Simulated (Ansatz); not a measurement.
# C2H6BClO2: the cost of one run

Method: DFT PBE+D3(BJ), Gaussian basis def2-SVP, and further levels as typed in the inputs, in Ansatz 0.2.0.

### 1 The structure to begin with

Bond lengths: C1–O2 1.408 Å, O2–B3 1.473 Å, B3–Cl4 1.846 Å, B3–O5 1.473 Å, O5–C6 1.408 Å, C1–H7 1.109 Å, C1–H8 1.115 Å, C1–H9 1.115 Å, C6–H10 1.109 Å, C6–H11 1.115 Å, C6–H12 1.115 Å. Angles (14 of 17 angles, heavy atoms first): C1–O2–B3 108.6°, O2–B3–Cl4 120.0°, O2–B3–O5 120.1°, Cl4–B3–O5 120.0°, B3–O5–C6 108.6°, O2–C1–H7 108.4°, O2–C1–H8 111.7°, O2–C1–H9 111.6°, O5–C6–H10 108.4°, O5–C6–H11 111.6°, O5–C6–H12 111.7°, H7–C1–H8 107.1°, H7–C1–H9 107.1°, H8–C1–H9 110.7°.

Structure file:

```xyz
12

C     2.0798    0.3909    0.3768
O     0.9075    0.8678   -0.2391
B     0.0605   -0.2847   -0.5907
Cl    0.2302   -1.0828   -2.2462
O    -0.9217   -0.8009    0.3779
C    -2.1379   -0.1178    0.1897
H     2.7146    1.2614    0.6414
H     2.6753   -0.2510   -0.3133
H     1.8552   -0.1511    1.3248
H    -2.8747   -0.5080    0.9216
H    -2.0303    0.9747    0.3839
H    -2.5585   -0.2986   -0.8268
```

### 2 Relaxing the atoms: C2H6BClO2

File input.yaml:

```yaml
relax:
  f_tol: 0.01
  max_steps: 200
crystal:
  periodic: [false, false, false]
  atoms:
    - { symbol: C, position_ang: [2.079843, 0.390857, 0.376778] }
    - { symbol: O, position_ang: [0.907485, 0.867836, -0.23908] }
    - { symbol: B, position_ang: [0.060535, -0.284734, -0.59067] }
    - { symbol: Cl, position_ang: [0.230205, -1.082807, -2.246244] }
    - { symbol: O, position_ang: [-0.921709, -0.800924, 0.377885] }
    - { symbol: C, position_ang: [-2.1379, -0.117779, 0.189713] }
    - { symbol: H, position_ang: [2.714564, 1.261448, 0.641419] }
    - { symbol: H, position_ang: [2.675313, -0.250996, -0.313326] }
    - { symbol: H, position_ang: [1.855159, -0.151053, 1.324808] }
    - { symbol: H, position_ang: [-2.874746, -0.508006, 0.92157] }
    - { symbol: H, position_ang: [-2.030278, 0.974747, 0.383913] }
    - { symbol: H, position_ang: [-2.55847, -0.298591, -0.826767] }
basis:
  gaussian: { orbitals: def2-SVP }
hamiltonian:
  xc: pbe
  dispersion: d3bj
```

Run with:

```console
> ansatz run input.yaml --threads 2 --pin off --max-ram 6144MiB --backend cpu --events-out ev --progress --plain --runs-dir out
```

Q: Estimate wall time and peak memory on 2 threads of Intel Xeon Platinum 8375C at 2.90GHz (Ice Lake), shared host.

About 30 s, with a peak of 0.18 GiB.
